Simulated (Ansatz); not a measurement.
CSe2:

```
CELL_PARAMETERS angstrom
3.56977 -2.99478 0.00000
3.56977 2.99478 0.00000
0.00000 0.00000 9.46265
ATOMIC_POSITIONS crystal
Se 0.21242 0.78758 0.87938
Se 0.78758 0.21242 0.12061
Se 0.28758 0.71242 0.37938
Se 0.71242 0.28758 0.62062
C 0.00000 0.00000 0.00000
C 0.50000 0.50000 0.50000
```

The cell comes from a database or a generator and needn't be the stable form of this composition.

```yaml
Program: Ansatz 0.2.0
Task: relaxation of cell and atoms
Functional: r2SCAN
Dispersion: D3(BJ)
Potentials_or_basis: Ansatz PAW
Cutoff: "500 eV (not typed: the program's choice for these potentials)"
k_mesh: 6 × 6 × 3
Occupations: fermi-dirac, width 0.05 eV
Spin: no spin polarisation
```

At the start: volume 33.72 Å³/atom.

Question: How do energy, volume and symmetry change on relaxing?

Answer: It ends after 8 steps and the volume is 28.91 Å³/atom (-14.3 %); space group Cmce (No. 64, to 0.05 Å).

Step by step:
```tsv
step	energy change (eV)	largest force (eV/Å)	volume (Å³)
1	0.0000	0.6401	202.32
2	-0.0569	0.2712	188.96
3	-0.0871	0.1507	167.97
4	-0.0919	0.0685	176.31
5	-0.0939	0.0133	174.13
6	-0.0942	0.0077	173.90
7	-0.0944	0.0117	173.47
8	-0.0929	0.0122	173.47
```

Final structure:
```cif
data_structure
_symmetry_space_group_name_H-M 'P 1'
_symmetry_Int_Tables_number 1
_cell_length_a 4.4350
_cell_length_b 4.4350
_cell_length_c 8.8902
_cell_angle_alpha 90.000
_cell_angle_beta 90.000
_cell_angle_gamma 82.767
_cell_volume 173.47
loop_
_atom_site_label
_atom_site_type_symbol
_atom_site_fract_x
_atom_site_fract_y
_atom_site_fract_z
_atom_site_occupancy
Se1 Se 0.21669 0.78331 0.87430 1
Se2 Se 0.78331 0.21669 0.12570 1
Se3 Se 0.28331 0.71669 0.37430 1
Se4 Se 0.71669 0.28331 0.62570 1
C1 C 0.00000 0.00000 0.00000 1
C2 C 0.50000 0.50000 0.50000 1
```

Caveat: the plane-wave basis is chosen anew once the cell has moved, so the energies of steps on either side of that aren't comparable; the PAW data sets come from PBE, with cores solved anew for the run's functional, which leaves a small shift of forces and pressure; the dispersion damping was fitted for another functional or another form of the correction.
